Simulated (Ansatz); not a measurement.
# GaH3OTe: single points off equilibrium

The task here is to estimate one member of a computed series from the others.

Method: single points in def2-TZVPP; program: Ansatz 0.2.0, Gaussian basis.

Cores are frozen in the correlated methods. Filled d shells of the heavier atoms are correlated. Core potentials replace the inner electrons past krypton, and spin-orbit coupling is left out.

## Where the work starts

6 atoms, charge 0, spin multiplicity 1.

Atoms are counted from 1 here; the program's logs count them from 0.

Bond lengths: O1–Ga2 1.737 Å, O1–H4 1.011 Å, Ga2–Te3 2.543 Å, Ga2–H5 1.572 Å, Te3–H6 1.579 Å. Angles: Ga2–O1–H4 141.5°, O1–Ga2–Te3 112.5°, O1–Ga2–H5 115.3°, Te3–Ga2–H5 132.1°, Ga2–Te3–H6 83.6°.

Coordinates:

```xyz
6

O    -0.00640   -1.08410    0.72760
Ga   -0.13420   -0.11870   -0.71020
Te    0.33500    2.34260   -0.27480
H    -0.08100   -2.03960    1.04860
H    -0.59990   -0.89100   -1.99830
H     0.63760    1.84420    1.19270
```

The first run:

File run/in.yaml:

```yaml
crystal:
  periodic: [false, false, false]
  atoms:
    - {symbol: O, position_ang: [-0.006400, -1.084100, 0.727600]}
    - {symbol: Ga, position_ang: [-0.134200, -0.118700, -0.710200]}
    - {symbol: Te, position_ang: [0.335000, 2.342600, -0.274800]}
    - {symbol: H, position_ang: [-0.081000, -2.039600, 1.048600]}
    - {symbol: H, position_ang: [-0.599900, -0.891000, -1.998300]}
    - {symbol: H, position_ang: [0.637600, 1.844200, 1.192700]}
basis:
  gaussian: {orbitals: def2-TZVPP}
correlation: {method: ccsd_t}
output: {forces: true}
```

No record of the launch command was kept for these runs.

Steps of the session up to this table: CCSD(T)/def2-TZVPP; PBE0-D4/def2-TZVPP; wB97M-V/def2-TZVPP; r2SCAN-D4/def2-TZVPP; PBE-D4/def2-TZVPP; BHLYP-D4/def2-TZVPP; r2SCAN0-D4/def2-TZVPP.

One table of the session follows, with a row left open; its other results are not shown here.

| method | RMS force component (eV/Å) | angle to CCSD(T) forces (°) | dipole (D) |
| --- | --- | --- | --- |
| CCSD(T) | 1.181 | reference | 1.07 |
| PBE0-D4 | 1.201 | 3.1 | 1.07 |
| wB97M-V | 1.191 | 1.9 | 1.18 |
| r2SCAN-D4 | 1.157 | 3.5 | 1.03 |
| PBE-D4 | ? | ? | ? |
| BHLYP-D4 | 1.284 | 6.2 | 1.13 |
| r2SCAN0-D4 | 1.206 | 5.5 | 1.12 |

**Question.** Estimate the row for PBE-D4.

The run gave: RMS force component (eV/Å): 1.172; angle to CCSD(T) forces (°): 10.6; dipole (D): 0.95. In the column «RMS force component (eV/Å)» it lies between r2SCAN-D4 (1.157) and CCSD(T) (1.181).
